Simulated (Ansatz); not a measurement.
# Nudged elastic band run: Al

input.yaml

```yaml
crystal:
  lattice:
    - [8.1, 0.0, 0.0]
    - [0.0, 8.1, 0.0]
    - [0.0, 0.0, 8.1]
  atoms:
    - { symbol: Al, position: [0.5001377, -0.00178374, 0.00193596] }
    - { symbol: Al, position: [0.75108137, 0.24982025, -0.00045815] }
    - { symbol: Al, position: [0.74834642, -0.00177578, 0.25047883] }
    - { symbol: Al, position: [-2.169e-05, 0.00052637, -0.00056367] }
    - { symbol: Al, position: [0.2489766, 0.24969448, -0.00039565] }
    - { symbol: Al, position: [0.49992515, 0.50120643, 0.0021823] }
    - { symbol: Al, position: [0.74813726, 0.74972921, 0.00224362] }
    - { symbol: Al, position: [0.25173075, -0.00197806, 0.25047989] }
    - { symbol: Al, position: [0.49993859, 0.24965505, 0.25040517] }
    - { symbol: Al, position: [0.74827149, 0.50131179, 0.25042351] }
    - { symbol: Al, position: [0.50010562, -0.00206854, 0.49870096] }
    - { symbol: Al, position: [0.75098702, 0.24971666, 0.50143876] }
    - { symbol: Al, position: [0.75109603, 0.00057316, 0.75036665] }
    - { symbol: Al, position: [7.715e-05, 0.49896483, -0.00060844] }
    - { symbol: Al, position: [0.25178451, 0.7497439, 0.00224711] }
    - { symbol: Al, position: [0.00013479, 0.24980272, 0.25037353] }
    - { symbol: Al, position: [0.25172106, 0.50145329, 0.25050381] }
    - { symbol: Al, position: [0.00012032, 0.0007286, 0.50120889] }
    - { symbol: Al, position: [0.24913096, 0.24980112, 0.50148372] }
    - { symbol: Al, position: [0.5001067, 0.50148987, 0.49859516] }
    - { symbol: Al, position: [0.74834522, 0.74990948, 0.49871349] }
    - { symbol: Al, position: [0.24906198, 0.00059173, 0.7504495] }
    - { symbol: Al, position: [0.50007719, 0.24973417, 0.75041464] }
    - { symbol: Al, position: [0.75091625, 0.49895787, 0.75040843] }
    - { symbol: Al, position: [-0.00012127, 0.74973604, 0.25041684] }
    - { symbol: Al, position: [-9.958e-05, 0.49880551, 0.5013252] }
    - { symbol: Al, position: [0.25162012, 0.7497238, 0.49891752] }
    - { symbol: Al, position: [3.42e-05, 0.24972133, 0.75040003] }
    - { symbol: Al, position: [0.24912737, 0.49876403, 0.75044684] }
    - { symbol: Al, position: [0.49999312, 0.74968083, 0.75052025] }
    - { symbol: Al, position: [-2.471e-05, 0.7497372, 0.7502808] }
basis:
  ecutwfc: 420.0
kpoints:
  mp_grid: { grid: [3, 3, 3] }
hamiltonian:
  xc: pbesol
  pseudopotentials: { kind: paw, azcp: { folder: soft_1 } }
scf:
  occupations: { method: gaussian, width: 0.05 }
  lower_state_search: "off"
  max_iter: 100
neb:
  images: 3
  f_tol: 0.05
  max_iterations: 50
  order_check: false
  spring: 0.1
  optimiser: fire
  final_atoms:
    - { symbol: Al, position: [0.50133208, 0.00133208, 0.0] }
    - { symbol: Al, position: [0.75, 0.25, 0.0] }
    - { symbol: Al, position: [0.75, 0.00133208, 0.24866792] }
    - { symbol: Al, position: [-0.00133208, 0.00133208, 0.0] }
    - { symbol: Al, position: [0.25, 0.25, 0.0] }
    - { symbol: Al, position: [0.50133208, 0.49866792, 0.0] }
    - { symbol: Al, position: [0.75, 0.75, 0.0] }
    - { symbol: Al, position: [0.25, -0.00207303, 0.25207303] }
    - { symbol: Al, position: [0.50133208, 0.25, 0.24866792] }
    - { symbol: Al, position: [0.75, 0.49866792, 0.24866792] }
    - { symbol: Al, position: [0.49792697, -0.00207303, 0.5] }
    - { symbol: Al, position: [0.75, 0.25, 0.5] }
    - { symbol: Al, position: [0.75, 0.00133208, 0.75133208] }
    - { symbol: Al, position: [-0.00133208, 0.49866792, 0.0] }
    - { symbol: Al, position: [0.25, 0.75, 0.0] }
    - { symbol: Al, position: [-0.00133208, 0.25, 0.24866792] }
    - { symbol: Al, position: [0.25, 0.50207303, 0.25207303] }
    - { symbol: Al, position: [0.00207303, -0.00207303, 0.5] }
    - { symbol: Al, position: [0.25, 0.25, 0.5] }
    - { symbol: Al, position: [0.49792697, 0.50207303, 0.5] }
    - { symbol: Al, position: [0.75, 0.75, 0.5] }
    - { symbol: Al, position: [0.25, -0.00207303, 0.74792697] }
    - { symbol: Al, position: [0.50133208, 0.25, 0.75133208] }
    - { symbol: Al, position: [0.75, 0.49866792, 0.75133208] }
    - { symbol: Al, position: [0.00207303, 0.75, 0.25207303] }
    - { symbol: Al, position: [0.00207303, 0.50207303, 0.5] }
    - { symbol: Al, position: [0.49792697, 0.75, 0.25207303] }
    - { symbol: Al, position: [-0.00133208, 0.25, 0.75133208] }
    - { symbol: Al, position: [0.25, 0.50207303, 0.74792697] }
    - { symbol: Al, position: [0.49792697, 0.75, 0.74792697] }
    - { symbol: Al, position: [0.00207303, 0.75, 0.74792697] }
```

Launched with:

```bash
$ ansatz run input.yaml --threads 4 --pin off --max-ram 10240MiB --backend cpu --events-out ev --progress --plain --runs-dir out
```

Output, in part (warnings, iteration lines):

```
NEB end point (image 0): max|allowed force component| = 4.860e-3 eV/Å (the criterion of neb.relax_end_points is 1.000e-2)
NEB end point (image 4): max|allowed force component| = 2.549e-2 eV/Å (the criterion of neb.relax_end_points is 1.000e-2)
NEB iter   1: max|band force component| = 1.115e0 eV/Å  barrier→ = 1.1559 eV  barrier← = 1.1541 eV  Δτ_max = 0.0193 Å  (40 SCF iters)
NEB iter   2: max|band force component| = 9.715e-1 eV/Å  barrier→ = 1.0577 eV  barrier← = 1.0560 eV  Δτ_max = 0.0359 Å  (15 SCF iters)
NEB iter   3: max|band force component| = 7.102e-1 eV/Å  barrier→ = 0.9114 eV  barrier← = 0.9096 eV  Δτ_max = 0.0477 Å  (15 SCF iters)
NEB iter   4: max|band force component| = 3.786e-1 eV/Å  barrier→ = 0.7860 eV  barrier← = 0.7843 eV  CI = image 2  Δτ_max = 0.0530 Å  (15 SCF iters)
NEB iter   5: max|band force component| = 2.820e-1 eV/Å  barrier→ = 0.7288 eV  barrier← = 0.7271 eV  CI = image 2  Δτ_max = 0.0485 Å  (15 SCF iters)
NEB iter   6: max|band force component| = 3.468e-1 eV/Å  barrier→ = 0.7333 eV  barrier← = 0.7316 eV  CI = image 2  Δτ_max = 0.0013 Å  (15 SCF iters)
NEB iter   7: max|band force component| = 3.349e-1 eV/Å  barrier→ = 0.7300 eV  barrier← = 0.7282 eV  CI = image 2  Δτ_max = 0.0025 Å  (10 SCF iters)
NEB iter   8: max|band force component| = 3.116e-1 eV/Å  barrier→ = 0.7237 eV  barrier← = 0.7219 eV  CI = image 2  Δτ_max = 0.0036 Å  (11 SCF iters)
NEB iter   9: max|band force component| = 2.779e-1 eV/Å  barrier→ = 0.7154 eV  barrier← = 0.7137 eV  CI = image 2  Δτ_max = 0.0046 Å  (13 SCF iters)
NEB iter  10: max|band force component| = 2.356e-1 eV/Å  barrier→ = 0.7063 eV  barrier← = 0.7046 eV  CI = image 2  Δτ_max = 0.0054 Å  (13 SCF iters)
NEB iter  11: max|band force component| = 1.868e-1 eV/Å  barrier→ = 0.6977 eV  barrier← = 0.6960 eV  CI = image 2  Δτ_max = 0.0060 Å  (15 SCF iters)
NEB iter  12: max|band force component| = 1.401e-1 eV/Å  barrier→ = 0.6906 eV  barrier← = 0.6888 eV  CI = image 2  Δτ_max = 0.0071 Å  (15 SCF iters)
NEB iter  13: max|band force component| = 1.026e-1 eV/Å  barrier→ = 0.6854 eV  barrier← = 0.6837 eV  CI = image 2  Δτ_max = 0.0080 Å  (15 SCF iters)
NEB iter  14: max|band force component| = 5.934e-2 eV/Å  barrier→ = 0.6832 eV  barrier← = 0.6815 eV  CI = image 2  Δτ_max = 0.0082 Å  (15 SCF iters)
NEB iter  15: max|band force component| = 1.033e-1 eV/Å  barrier→ = 0.6840 eV  barrier← = 0.6823 eV  CI = image 2  Δτ_max = 0.0007 Å  (15 SCF iters)
NEB iter  16: max|band force component| = 9.821e-2 eV/Å  barrier→ = 0.6834 eV  barrier← = 0.6817 eV  CI = image 2  Δτ_max = 0.0014 Å  (9 SCF iters)
NEB iter  17: max|band force component| = 8.842e-2 eV/Å  barrier→ = 0.6824 eV  barrier← = 0.6807 eV  CI = image 2  Δτ_max = 0.0020 Å  (11 SCF iters)
NEB iter  18: max|band force component| = 7.466e-2 eV/Å  barrier→ = 0.6811 eV  barrier← = 0.6794 eV  CI = image 2  Δτ_max = 0.0025 Å  (12 SCF iters)
NEB iter  19: max|band force component| = 5.763e-2 eV/Å  barrier→ = 0.6799 eV  barrier← = 0.6781 eV  CI = image 2  Δτ_max = 0.0029 Å  (12 SCF iters)
NEB iter  20: max|band force component| = 3.867e-2 eV/Å  barrier→ = 0.6788 eV  barrier← = 0.6771 eV  CI = image 2  Δτ_max = 0.0114 Å  (12 SCF iters)
NEB iter  21: max|band force component| = 4.205e-2 eV/Å  barrier→ = 0.6759 eV  barrier← = 0.6741 eV  CI = image 2  Δτ_max = 0.0000 Å  (5 SCF iters)
```

The run converged. The band force fell under the threshold earlier too, but the program's further tests of the path sent the band on. The order of the point at the top wasn't checked. Limits of this set-up: coarse k mesh, PAW files made for another functional, a small cell, in which the defect meets its images, a typed lattice constant that wasn't relaxed here.

Final band:

```tsv
image	path coordinate (Å)	energy (eV)
0	0.00	0.00
1	0.74	0.35
2	1.47	0.68
3	2.19	0.35
4	2.93	0.00
```

Time of the run: 17 min on 4 threads of Arm Neoverse V2 (shared host), peak memory 2.6 GiB.
